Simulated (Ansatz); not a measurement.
# SiC (3C silicon carbide): the cost of one run

Program: Ansatz 0.2.0. Level of theory: DFT r2SCAN, scalar-relativistic, plane waves, PAW. These are calculated values, not measurements.

**1. The structure to begin with**

The structure is cubic, space group F-43m (No. 216). The conventional cell has a = 4.360 Å, b = 4.360 Å, c = 4.360 Å, α = 90.00°, β = 90.00°, γ = 90.00°. Si (site symmetry -43m) is surrounded by 4 C at 1.89 Å. C (site symmetry -43m) is surrounded by 4 Si at 1.89 Å.

As a file:

```
Si C
1.0
     4.36000    0.00000    0.00000
     0.00000    4.36000    0.00000
     0.00000    0.00000    4.36000
Si C
4 4
Direct
  0.00000 0.00000 0.00000
  0.00000 0.50000 0.50000
  0.50000 0.00000 0.50000
  0.50000 0.50000 0.00000
  0.25000 0.25000 0.25000
  0.25000 0.75000 0.75000
  0.75000 0.25000 0.75000
  0.75000 0.75000 0.25000
```

**2. Relaxing cell and atoms: SiC (3C silicon carbide), no spin**

Contents of input.yaml:

```yaml
crystal:
  lattice:
    - [4.36, 0.0, 0.0]
    - [0.0, 4.36, 0.0]
    - [0.0, 0.0, 4.36]
  atoms:
    - { symbol: Si, position: [0.0, 0.0, 0.0] }
    - { symbol: Si, position: [0.0, 0.5, 0.5] }
    - { symbol: Si, position: [0.5, 0.0, 0.5] }
    - { symbol: Si, position: [0.5, 0.5, 0.0] }
    - { symbol: C, position: [0.25, 0.25, 0.25] }
    - { symbol: C, position: [0.25, 0.75, 0.75] }
    - { symbol: C, position: [0.75, 0.25, 0.75] }
    - { symbol: C, position: [0.75, 0.75, 0.25] }
scf:
  occupations: { method: fixed }
output:
  forces: true
  stress: true
  eigenvalues: true
  write_density: true
  write_potential: true
  elf: true
  volumetric_format: npy
hamiltonian:
  xc: r2scan
kpoints:
  mp_grid: { grid: [6, 6, 6] }
basis:
  ecutwfc: 500
relax:
  f_tol: 0.002
  max_steps: 60
  cell: { stress_tol: 0.05 }
```

Command:

```console
ansatz run input.yaml --threads 8 --pin off --max-ram 20480MiB --backend cpu --events-out ev --progress --plain --runs-dir out
```

Q: Estimate wall time and peak memory on 8 threads of Intel Xeon Platinum 8259CL at 2.50GHz (Skylake/Cascade Lake), shared host.

About 7.9 s, with a peak of 0.61 GiB.
